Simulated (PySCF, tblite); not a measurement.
**C5H7F2GeN: geometry, infrared bands and NMR shifts**

Wanted: the infrared bands and NMR shifts of C5H7F2GeN (`[H]/N=C1/[CH2][Ge@@H](/[CH]=C/F)[C@H]1F`), by calculation.

Programs: tblite 0.8.0 and PySCF 2.14.0, with density-fitted response routines of our own. Each step states its level of theory. These are calculated values for one molecule in the gas phase, unless marked as measured. Atoms are numbered from 0 throughout.

### Step 1. The molecule as given

16 atoms, charge 0, multiplicity 1; geometry from: force field or distance geometry start.

Bonds of the start (Å): N0–C1 1.27, C1–C2 1.54, C2–Ge3 1.92, Ge3–C4 1.91, C4–C5 1.33, C5–F6 1.36, Ge3–C7 1.90, C7–F8 1.38, C7–C1 1.52, N0–H9 1.04, C2–H10 1.11, C2–H11 1.11, Ge3–H12 1.56, C4–H13 1.09, C5–H14 1.08, C7–H15 1.12.

### Step 2. Optimising the geometry with GFN2-xTB

Job settings and geometry (Å):

```
{"job": {"kind": "relax", "xc": "GFN2-xTB", "basis": "xTB"}, "charge": 0, "multiplicity": 1}
N     -2.992000    -1.076900    -0.033500
C     -1.869800    -0.525700     0.194800
C     -0.503500    -1.033300     0.685200
Ge     0.498600     0.602000     0.684800
C      1.770700     0.648700    -0.740400
C      2.825800    -0.158800    -0.753000
F      3.726400    -0.101600    -1.774400
C     -1.299900     0.884900     0.133700
F     -1.339600     1.345200    -1.169900
H     -3.796100    -0.502600    -0.354200
H     -0.088900    -1.763800    -0.037200
H     -0.592100    -1.462800     1.704500
H      0.888200     1.087400     2.119200
H      1.628200     1.357100    -1.559900
H      2.984800    -0.857100     0.059600
H     -1.848500     1.566000     0.829300
```

Launch:

```console
$ OMP_NUM_THREADS=1 python probes_run.py task.json out
```

The driver reads the jobs from task.json and runs them one after another.

**Question.** This job is followed by: GFN2-xTB harmonic vibrations, gas phase; GIAO PBE0/pcSseg-1 NMR shielding, non-relativistic, gas phase. What will the session give for the following? strongest single infrared mode (GFN2-xTB); zero-point energy (GFN2-xTB); 13C shifts against TMS (PBE0/pcSseg-1); 1H shifts against TMS (PBE0/pcSseg-1); 15N shifts against NH3 (PBE0/pcSseg-1); 73Ge shifts against GeMe4 (PBE0/pcSseg-1); 19F shifts against CFCl3 (PBE0/pcSseg-1); surface potential, 1st and 99th percentile.

As calculated:

```
                                 quantity                                          value
strongest single infrared mode (GFN2-xTB)                          1863 cm⁻¹, 497 km/mol
             zero-point energy (GFN2-xTB)                                  66.1 kcal/mol
   13C shifts against TMS (PBE0/pcSseg-1)           182.7, 168.8, 101.4, 100.7, 31.3 ppm
    1H shifts against TMS (PBE0/pcSseg-1)  10.90, 7.16, 5.83, 5.44, 5.14, 2.62, 2.56 ppm
   15N shifts against NH3 (PBE0/pcSseg-1)                                      327.8 ppm
73Ge shifts against GeMe4 (PBE0/pcSseg-1)                                       -144 ppm
 19F shifts against CFCl3 (PBE0/pcSseg-1)                              -65.3, -227.6 ppm
    surface potential, 1st and 99th percentile                             -1.70 V and 1.34 V
```

What this shows: The optimisation took 184 steps and gained 1.360 eV; among the close pairs (by a distance rule), Ge3–C7 changed most, from 1.902 to 2.022 Å. No mode is imaginary among the 42: a minimum at this level. The strongest single mode, at 1863 cm⁻¹, moves mainly H12. Unscaled tight-binding wavenumbers are off by several per cent, some by more. Its intensities can rank the bands wrongly. At PBE0/pcSseg-1: The largest span, 612 ppm, is at N0, where the paramagnetic term is -380 ppm. At PBE0/pcSseg-1, counted by nearest atom on the grid, the HOMO lies on N0 35 %; C7 16 %, the LUMO on C5 27 %; C4 20 %. Spin-orbit coupling is left out, which matters for shieldings and couplings at and beside the heavy atoms.
